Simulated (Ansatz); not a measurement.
# EuCd: how the settings move a single-point run

Aim: see which settings change the result for EuCd, by how much, and at what cost.

Method: reference: DFT, LDA, PAW with Ansatz's default frozen-core files, scalar-relativistic, in Ansatz 0.2.0.

## (1) Starting point

The structure is cubic, space group Pm-3m (No. 221). Conventional cell: a = 3.917 Å, b = 3.917 Å, c = 3.917 Å, α = 90.00°, β = 90.00°, γ = 90.00°. Around Eu (site symmetry m-3m) lie 8 Cd at 3.39 Å. Around Cd (site symmetry m-3m) lie 8 Eu at 3.39 Å.

Coordinates:

```
CELL_PARAMETERS angstrom
3.91685 0.00000 0.00000
0.00000 3.91685 0.00000
0.00000 0.00000 3.91685
ATOMIC_POSITIONS crystal
Eu 0.50000 0.50000 0.50000
Cd 0.00000 0.00000 0.00000
```

## (2) Baseline

input.yaml reads:

```yaml
crystal:
  lattice:
    - [3.91685441, 0.0, 0.0]
    - [0.0, 3.91685441, 0.0]
    - [0.0, 0.0, 3.91685441]
  atoms:
    - { symbol: Eu, position: [0.5, 0.5, 0.5], spin: 6.8, spin_axis: [1.0, 0.0, 0.0] }
    - { symbol: Cd, position: [0.0, 0.0, 0.0] }
magnetization:
  noncollinear: true
  spin_spiral: { q: [0.5, 0.5, 0.5] }
kpoints:
  mp_grid: { grid: [8, 8, 8] }
scf:
  occupations: { method: fermi_dirac, width: 0.03 }
hamiltonian:
  xc: lda
  pseudopotentials: { kind: paw }
output:
  eigenvalues: false
```

Command:

```
ansatz run input.yaml --threads 2 --pin off --max-ram 5120MiB --backend cpu --events-out ev --progress --plain --runs-dir out
```

## (3) Variant: mp_grid.grid [4, 4, 4]

Changes to input.yaml since step 2:

```diff
@@ -12,3 +12,3 @@
 kpoints:
-  mp_grid: { grid: [8, 8, 8] }
+  mp_grid: { grid: [4, 4, 4] }
 scf:
```

Q: Predict the outcome of this session. Wanted: for each run, ending; energy change; abs. moment.

The runs gave:

```
                      run     ending   energy change  abs. moment (μB)  cycles     time
                reference  converged               0              6.93      21  2.1 min
1: mp_grid.grid [4, 4, 4]  converged  +46.0 meV/atom              6.92      24     30 s
```

Residual by cycle in the longest SCF loop of each run; runs are numbered as in the table. The quantity is the density residual dr2, in eV.

```
cycle  reference    run 1
    1       4.73     5.06
    3      0.132    0.153
    5      0.476    0.128
    7     0.0567   0.0333
    9     0.0158    0.346
   11    0.00151     1.03
   12     1.8e-4   0.0485
   14     1.2e-5  0.00491
   16     1.8e-4   7.0e-4
   18     1.4e-5   8.4e-5
   20          -   9.4e-6
   22          -   5.6e-9
```

**Reading.** Changing the k-point mesh moves the energy by +46.0 meV/atom. The energy is not variational in the mesh, so the sign tells nothing. Cost: 24 SCF cycles against 21, 30 s against 2.1 min.
